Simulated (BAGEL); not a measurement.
# triplet CH3F3Si: a chain of runs

Aim: a series of 9 runs (UHF/cc-pVDZ, HF/cc-pV(D+d)Z, UHF/cc-pV(D+d)Z, HF/cc-pVTZ, UHF/cc-pVTZ, HF/cc-pV(T+d)Z, UHF/cc-pV(T+d)Z, HF/cc-pVQZ, and more) of CH3F3Si. 

The results are computed with BAGEL 1.2.2.

1 further run of the same task is left out (set aside as unsound or not needed).

## 1. The system as given

CH3F3Si has 8 atoms, charge 0, and is taken as a triplet. As SMILES of the parent species, `F[SiH2]C(F)F`. The shape is that of a GFN2-xTB optimisation. This is one conformer, not always the lowest. That shape belongs to the parent species and isn't relaxed for this state.

Bond lengths: F1–Si2 1.607 Å, Si2–C3 1.937 Å, C3–F4 1.363 Å, C3–F5 1.363 Å, Si2–H6 1.450 Å, Si2–H7 1.449 Å, C3–H8 1.101 Å. Some angles: F1–Si2–C3 103.5°, Si2–C3–F4 111.3°, Si2–C3–F5 111.0°, F4–C3–F5 105.8°, F1–Si2–H6 106.7°, F1–Si2–H7 107.2°, C3–Si2–H6 108.9°, C3–Si2–H7 109.8°, Si2–C3–H8 114.8°, F4–C3–H8 106.7°.

## 2. The energy at UHF/cc-pVDZ (density fitting with tzvpp-jkfit, property spin gap) (run 1)

The input, job.json:

```json
{ "bagel" : [

{
  "title" : "molecule",
  "basis" : "cc-pvdz.json",
  "df_basis" : "tzvpp-jkfit",
  "angstrom" : "true",
  "geometry" : [
    { "atom" : "F", "xyz" : [   -1.462770,    0.847720,    1.164450 ] },
    { "atom" : "Si", "xyz" : [   -0.037300,    0.131090,    0.973010 ] },
    { "atom" : "C", "xyz" : [    0.062000,   -0.173540,   -0.937110 ] },
    { "atom" : "F", "xyz" : [    0.745100,   -1.318570,   -1.219960 ] },
    { "atom" : "F", "xyz" : [    0.745820,    0.829330,   -1.556980 ] },
    { "atom" : "H", "xyz" : [   -0.119250,   -1.148950,    1.648850 ] },
    { "atom" : "H", "xyz" : [    0.978190,    1.084710,    1.371880 ] },
    { "atom" : "H", "xyz" : [   -0.911790,   -0.251790,   -1.444130 ] }
  ]
},
{ "title" : "uhf", "charge" : 0, "nopen" : 2 },
{ "title" : "print", "file" : "orbitals.molden", "orbitals" : "true" }

]}
```

The basis set cc-pVDZ is read from a file made from the Basis Set Exchange's data (not shown).

Command:

```
$ BAGEL_NUM_THREADS=1 BAGEL job.json > job.out
```

Standard output:

```text
* using 1 threads per process

  ===============================================================
  ===============================================================

  *** Geometry ***

  { "atom" : "F", "xyz" : [     -2.764235,      1.601959,      2.200492 ] },
  { "atom" : "Si", "xyz" : [     -0.070487,      0.247724,      1.838722 ] },
  { "atom" : "C", "xyz" : [      0.117163,     -0.327943,     -1.770881 ] },
  { "atom" : "F", "xyz" : [      1.408035,     -2.491736,     -2.305390 ] },
  { "atom" : "F", "xyz" : [      1.409396,      1.567207,     -2.942266 ] },
  { "atom" : "H", "xyz" : [     -0.225350,     -2.171201,      3.115875 ] },
  { "atom" : "H", "xyz" : [      1.848511,      2.049805,      2.592477 ] },
  { "atom" : "H", "xyz" : [     -1.723033,     -0.475814,     -2.729010 ] },

  Number of auxiliary basis functions:      488

  Since a DF basis is specified, we compute 2- and 3-index integrals:
    o Being stored without compression. Storage requirement is 0.031 GB

  Number of basis functions:       89
  Number of electrons      :       50

    * METHOD: MOLECULE                             0.23

  *** Open-shell HF ***

  === Nuclear Repulsion ===
   243.0605900781

      * DIIS with orbital gradients will be used.

  === UHF iteration (cc-pvdz.json) ===
      0       -626.31125981          0.03240529           0.16
      1       -626.47935605          0.02620652           0.16
      2       -626.55737018          0.01686279           0.15
      3       -626.62341094          0.00173800           0.16
      4       -626.62697728          0.00084665           0.17
      5       -626.62834684          0.00045886           0.16
      6       -626.62894410          0.00023542           0.16
      7       -626.62912107          0.00014811           0.16
      8       -626.62920576          0.00009382           0.16
      9       -626.62924468          0.00004581           0.16
     10       -626.62925293          0.00002328           0.16
     11       -626.62925471          0.00001333           0.15
     12       -626.62925509          0.00000850           0.16
     13       -626.62925527          0.00000486           0.15
     14       -626.62925534          0.00000314           0.16
     15       -626.62925537          0.00000217           0.16
     16       -626.62925539          0.00000137           0.16
     17       -626.62925540          0.00000096           0.16
     18       -626.62925540          0.00000065           0.16
     19       -626.62925540          0.00000044           0.16
     20       -626.62925540          0.00000027           0.15
     21       -626.62925540          0.00000018           0.15
     22       -626.62925540          0.00000013           0.16
     23       -626.62925540          0.00000010           0.16
     24       -626.62925540          0.00000006           0.16
     25       -626.62925540          0.00000004           0.15
     26       -626.62925540          0.00000003           0.16
     27       -626.62925540          0.00000002           0.16
     28       -626.62925540          0.00000001           0.17
     29       -626.62925540          0.00000001           0.16
    * SCF iteration converged.

    * S^2 (UHF) is 2.0102

    * Permanent dipole moment:
           (    0.318684,     0.240604,     0.825575) a.u.

    * METHOD: UHF                                  4.89

    * METHOD: PRINT                                0.01

  ===============================================================
```

It took 5.4 s on 1 thread of Arm Neoverse V2, shared host; peak memory 0.12 GiB.

## 3. The singlet: the energy at HF/cc-pV(D+d)Z (density fitting with tzvpp-jkfit, property spin gap) (run 2)

Edit job.json of step 2 so:

```diff
@@ -4,5 +4,5 @@
   "title" : "molecule",
-  "basis" : "cc-pvdz.json",
+  "basis" : "cc-pv_d+d_z.json",
   "df_basis" : "tzvpp-jkfit",
-  "angstrom" : "true",
+  "angstrom" : true,
   "geometry" : [
@@ -18,4 +18,10 @@
 },
-{ "title" : "uhf", "charge" : 0, "nopen" : 2 },
-{ "title" : "print", "file" : "orbitals.molden", "orbitals" : "true" }
+{
+  "title" : "hf"
+},
+{
+  "title" : "print",
+  "file" : "orbitals.molden",
+  "orbitals" : true
+}
```

The basis set cc-pV(D+d)Z is read from a file made from the Basis Set Exchange's data (not shown).

Command:

```
$ BAGEL_NUM_THREADS=1 BAGEL job.json > job.out
```

Standard output:

```text
* using 1 threads per process

  ===============================================================
  ===============================================================

  *** Geometry ***

  { "atom" : "F", "xyz" : [     -2.764235,      1.601959,      2.200492 ] },
  { "atom" : "Si", "xyz" : [     -0.070487,      0.247724,      1.838722 ] },
  { "atom" : "C", "xyz" : [      0.117163,     -0.327943,     -1.770881 ] },
  { "atom" : "F", "xyz" : [      1.408035,     -2.491736,     -2.305390 ] },
  { "atom" : "F", "xyz" : [      1.409396,      1.567207,     -2.942266 ] },
  { "atom" : "H", "xyz" : [     -0.225350,     -2.171201,      3.115875 ] },
  { "atom" : "H", "xyz" : [      1.848511,      2.049805,      2.592477 ] },
  { "atom" : "H", "xyz" : [     -1.723033,     -0.475814,     -2.729010 ] },

  Number of auxiliary basis functions:      488

  Since a DF basis is specified, we compute 2- and 3-index integrals:
    o Being stored without compression. Storage requirement is 0.034 GB

  Number of basis functions:       94
  Number of electrons      :       50

    * METHOD: MOLECULE                             0.24

  *** RHF ***

  === Nuclear Repulsion ===
   243.0605900781

      * DIIS with orbital gradients will be used.

  === RHF iteration (cc-pv_d+d_z.json) ===
      0       -626.67883014          0.01400201           0.09
      1       -626.83489920          0.00974988           0.08
      2       -626.91947018          0.00107169           0.08
      3       -626.92096733          0.00019101           0.08
      4       -626.92101139          0.00006845           0.08
      5       -626.92101814          0.00002453           0.09
      6       -626.92101901          0.00000956           0.08
      7       -626.92101914          0.00000226           0.08
      8       -626.92101915          0.00000087           0.08
      9       -626.92101915          0.00000033           0.08
     10       -626.92101915          0.00000009           0.08
     11       -626.92101915          0.00000004           0.08
     12       -626.92101915          0.00000002           0.08
     13       -626.92101915          0.00000001           0.08
    * SCF iteration converged.

    * Permanent dipole moment:
           (    0.058711,     0.211863,    -0.570689) a.u.

    * METHOD: HF                                   1.34

    * METHOD: PRINT                                0.02

  ===============================================================
```

It took 1.7 s on 1 thread of Arm Neoverse V2, shared host; peak memory 0.13 GiB.

Runs 3 to 4 aren't shown in full; the table further down has their settings and results.

## 4. The energy at UHF/cc-pVTZ (density fitting with tzvpp-jkfit, property spin gap) (run 5)

The input, input.json:

```json
{ "bagel" : [

{
  "title" : "molecule",
  "basis" : "cc-pvtz.json",
  "df_basis" : "tzvpp-jkfit",
  "angstrom" : "true",
  "geometry" : [
    { "atom" : "F", "xyz" : [      -1.462770,       0.847720,       1.164450 ] },
    { "atom" : "Si", "xyz" : [      -0.037300,       0.131090,       0.973010 ] },
    { "atom" : "C", "xyz" : [       0.062000,      -0.173540,      -0.937110 ] },
    { "atom" : "F", "xyz" : [       0.745100,      -1.318570,      -1.219960 ] },
    { "atom" : "F", "xyz" : [       0.745820,       0.829330,      -1.556980 ] },
    { "atom" : "H", "xyz" : [      -0.119250,      -1.148950,       1.648850 ] },
    { "atom" : "H", "xyz" : [       0.978190,       1.084710,       1.371880 ] },
    { "atom" : "H", "xyz" : [      -0.911790,      -0.251790,      -1.444130 ] }
  ]
},

{ "title" : "uhf", "nopen" : 2 },

{ "title" : "print", "file" : "orbitals.molden", "orbitals" : "true" }

]}
```

The basis set cc-pVTZ is read from a file made from the Basis Set Exchange's data (not shown).

Command:

```
$ BAGEL_NUM_THREADS=1 BAGEL input.json > input.out
```

Standard output:

```text
* using 1 threads per process

  ===============================================================
  ===============================================================

  *** Geometry ***

  { "atom" : "F", "xyz" : [     -2.764235,      1.601959,      2.200492 ] },
  { "atom" : "Si", "xyz" : [     -0.070487,      0.247724,      1.838722 ] },
  { "atom" : "C", "xyz" : [      0.117163,     -0.327943,     -1.770881 ] },
  { "atom" : "F", "xyz" : [      1.408035,     -2.491736,     -2.305390 ] },
  { "atom" : "F", "xyz" : [      1.409396,      1.567207,     -2.942266 ] },
  { "atom" : "H", "xyz" : [     -0.225350,     -2.171201,      3.115875 ] },
  { "atom" : "H", "xyz" : [      1.848511,      2.049805,      2.592477 ] },
  { "atom" : "H", "xyz" : [     -1.723033,     -0.475814,     -2.729010 ] },

  Number of auxiliary basis functions:      488

  Since a DF basis is specified, we compute 2- and 3-index integrals:
    o Being stored without compression. Storage requirement is 0.150 GB

  Number of basis functions:      196
  Number of electrons      :       50

    * METHOD: MOLECULE                             0.44

  *** Open-shell HF ***

  === Nuclear Repulsion ===
   243.0605900781

      * DIIS with orbital gradients will be used.

  === UHF iteration (cc-pvtz.json) ===
      0       -626.31060907          0.02979629           0.44
      1       -626.52940915          0.02575967           0.47
      2       -626.65398201          0.01711781           0.48
      3       -626.77568784          0.00147070           0.49
      4       -626.77971530          0.00071439           0.45
      5       -626.78129932          0.00041407           0.49
      6       -626.78204330          0.00022331           0.47
      7       -626.78230994          0.00011735           0.46
      8       -626.78241182          0.00006614           0.47
      9       -626.78244816          0.00003333           0.46
     10       -626.78245416          0.00002014           0.48
     11       -626.78245686          0.00001231           0.48
     12       -626.78245773          0.00000747           0.47
     13       -626.78245802          0.00000498           0.46
     14       -626.78245814          0.00000330           0.47
     15       -626.78245821          0.00000223           0.47
     16       -626.78245824          0.00000159           0.46
     17       -626.78245825          0.00000103           0.47
     18       -626.78245826          0.00000070           0.48
     19       -626.78245826          0.00000051           0.50
     20       -626.78245826          0.00000035           0.49
     21       -626.78245827          0.00000022           0.48
     22       -626.78245827          0.00000015           0.49
     23       -626.78245827          0.00000012           0.47
     24       -626.78245827          0.00000008           0.48
     25       -626.78245827          0.00000006           0.49
     26       -626.78245827          0.00000004           0.48
     27       -626.78245827          0.00000003           0.48
     28       -626.78245827          0.00000002           0.46
     29       -626.78245827          0.00000001           0.47
     30       -626.78245827          0.00000001           0.48
    * SCF iteration converged.

    * S^2 (UHF) is 2.0117

    * Permanent dipole moment:
           (    0.410373,     0.204033,     0.818162) a.u.

    * METHOD: UHF                                 15.11

    * METHOD: PRINT                                0.07

  ===============================================================
```

Run time: 16 s. Hardware: 1 thread of Arm Neoverse V2, shared host; peak memory 0.3 GiB.

Runs 6 to 8 aren't shown in full; the table further down has their settings and results.

## 5. The singlet: the energy at HF/cc-pV(Q+d)Z (density fitting with tzvpp-jkfit, property spin gap) (run 9)

The input, input.json:

```json
{ "bagel" : [

{
  "title" : "molecule",
  "basis" : "cc-pv_q+d_z.json",
  "df_basis" : "tzvpp-jkfit",
  "angstrom" : "true",
  "geometry" : [
    { "atom" : "F", "xyz" : [   -1.462770,    0.847720,    1.164450 ] },
    { "atom" : "Si", "xyz" : [   -0.037300,    0.131090,    0.973010 ] },
    { "atom" : "C", "xyz" : [    0.062000,   -0.173540,   -0.937110 ] },
    { "atom" : "F", "xyz" : [    0.745100,   -1.318570,   -1.219960 ] },
    { "atom" : "F", "xyz" : [    0.745820,    0.829330,   -1.556980 ] },
    { "atom" : "H", "xyz" : [   -0.119250,   -1.148950,    1.648850 ] },
    { "atom" : "H", "xyz" : [    0.978190,    1.084710,    1.371880 ] },
    { "atom" : "H", "xyz" : [   -0.911790,   -0.251790,   -1.444130 ] }
  ]
},
{
  "title" : "hf"
},
{
  "title" : "print",
  "file" : "orbitals.molden",
  "orbitals" : "true"
}

]}
```

The basis set cc-pV(Q+d)Z is read from a file made from the Basis Set Exchange's data (not shown).

Command:

```
$ BAGEL_NUM_THREADS=1 BAGEL input.json > input.out
```

Standard output:

```text
* using 1 threads per process

  ===============================================================
  ===============================================================

  *** Geometry ***

  { "atom" : "F", "xyz" : [     -2.764235,      1.601959,      2.200492 ] },
  { "atom" : "Si", "xyz" : [     -0.070487,      0.247724,      1.838722 ] },
  { "atom" : "C", "xyz" : [      0.117163,     -0.327943,     -1.770881 ] },
  { "atom" : "F", "xyz" : [      1.408035,     -2.491736,     -2.305390 ] },
  { "atom" : "F", "xyz" : [      1.409396,      1.567207,     -2.942266 ] },
  { "atom" : "H", "xyz" : [     -0.225350,     -2.171201,      3.115875 ] },
  { "atom" : "H", "xyz" : [      1.848511,      2.049805,      2.592477 ] },
  { "atom" : "H", "xyz" : [     -1.723033,     -0.475814,     -2.729010 ] },

  Number of auxiliary basis functions:      488

  Since a DF basis is specified, we compute 2- and 3-index integrals:
    o Being stored without compression. Storage requirement is 0.546 GB

  Number of basis functions:      374
  Number of electrons      :       50

    * METHOD: MOLECULE                             1.11

  *** RHF ***

  === Nuclear Repulsion ===
   243.0605900781

      * DIIS with orbital gradients will be used.

  === RHF iteration (cc-pv_q+d_z.json) ===
      0       -626.77816172          0.00992970           0.63
      1       -626.97287988          0.00705784           0.71
      2       -627.08968563          0.00083816           0.70
      3       -627.09193880          0.00019515           0.72
      4       -627.09204598          0.00005282           0.71
      5       -627.09205769          0.00002157           0.71
      6       -627.09205926          0.00000947           0.70
      7       -627.09205960          0.00000180           0.71
      8       -627.09205962          0.00000056           0.73
      9       -627.09205962          0.00000022           0.72
     10       -627.09205962          0.00000009           0.73
     11       -627.09205962          0.00000003           0.72
     12       -627.09205962          0.00000001           0.71
     13       -627.09205962          0.00000001           0.70
    * SCF iteration converged.

    * Permanent dipole moment:
           (    0.094368,     0.191159,    -0.568551) a.u.

    * METHOD: HF                                  10.92

    * METHOD: PRINT                                0.23

  ===============================================================
```

Run time: 13 s. Hardware: 1 thread of Arm Neoverse V2, shared host; peak memory 0.78 GiB.

## 6. Overview of the runs

| run | level | integral approximation | partner | energy (Eh) | dipole moment (D) | wall time |
| --- | --- | --- | --- | --- | --- | --- |
| 1 | UHF/cc-pVDZ (density fitting with tzvpp-jkfit, property spin gap) | tzvpp-jkfit | triplet | -626.629255 | 2.33 | 5.4 s |
| 2 | HF/cc-pV(D+d)Z (density fitting with tzvpp-jkfit, property spin gap) | tzvpp-jkfit | base | -626.921019 | 1.55 | 1.7 s |
| 3 | UHF/cc-pV(D+d)Z (density fitting with tzvpp-jkfit, property spin gap) | tzvpp-jkfit | triplet | -626.643093 | 2.36 | 5.7 s |
| 4 | HF/cc-pVTZ (density fitting with tzvpp-jkfit, property spin gap) | tzvpp-jkfit | base | -627.054269 | 1.52 | 4.5 s |
| 5 | UHF/cc-pVTZ (density fitting with tzvpp-jkfit, property spin gap) | tzvpp-jkfit | triplet | -626.782458 | 2.38 | 16 s |
| 6 | HF/cc-pV(T+d)Z (density fitting with tzvpp-jkfit, property spin gap) | tzvpp-jkfit | base | -627.059092 | 1.53 | 4.5 s |
| 7 | UHF/cc-pV(T+d)Z (density fitting with tzvpp-jkfit, property spin gap) | tzvpp-jkfit | triplet | -626.788439 | 2.40 | 17 s |
| 8 | HF/cc-pVQZ (density fitting with qzvpp-jkfit, property spin gap) | qzvpp-jkfit | base | -627.089609 | 1.54 | 12 s |
| 9 | HF/cc-pV(Q+d)Z (density fitting with tzvpp-jkfit, property spin gap) | tzvpp-jkfit | base | -627.092060 | 1.54 | 13 s |

## 7. What came out

```
                                                        quantity          value
                                    singlet, run 9: total energy  -627.09206 Eh
                                   singlet, run 9: dipole moment         1.54 D
                                     singlet, run 9: HOMO energy      -12.74 eV
                                     singlet, run 9: LUMO energy        2.31 eV
                                   singlet, run 9: HOMO–LUMO gap       15.05 eV
vertical energy of the triplet above the singlet, HF/cc-pV(D+d)Z       7.563 eV
    vertical energy of the triplet above the singlet, HF/cc-pVTZ       7.396 eV
vertical energy of the triplet above the singlet, HF/cc-pV(T+d)Z       7.365 eV
```

In words: At HF/cc-pV(D+d)Z: at this shape the triplet lies 7.56 eV (174 kcal/mol) above the singlet. At HF/cc-pVTZ: at this shape the triplet lies 7.40 eV (171 kcal/mol) above the singlet. At HF/cc-pV(T+d)Z: at this shape the triplet lies 7.36 eV (170 kcal/mol) above the singlet. Over runs 2, 4, 6, 8, 9 the dipole moment (its size) runs from 1.52 D (HF/cc-pVTZ) to 1.55 D (HF/cc-pV(D+d)Z). Over runs 2, 4, 6, 8, 9 the HOMO–LUMO gap runs from 15.05 eV (HF/cc-pV(Q+d)Z) to 15.86 eV (HF/cc-pV(D+d)Z). All runs together took 79 s, the longest 17 s.
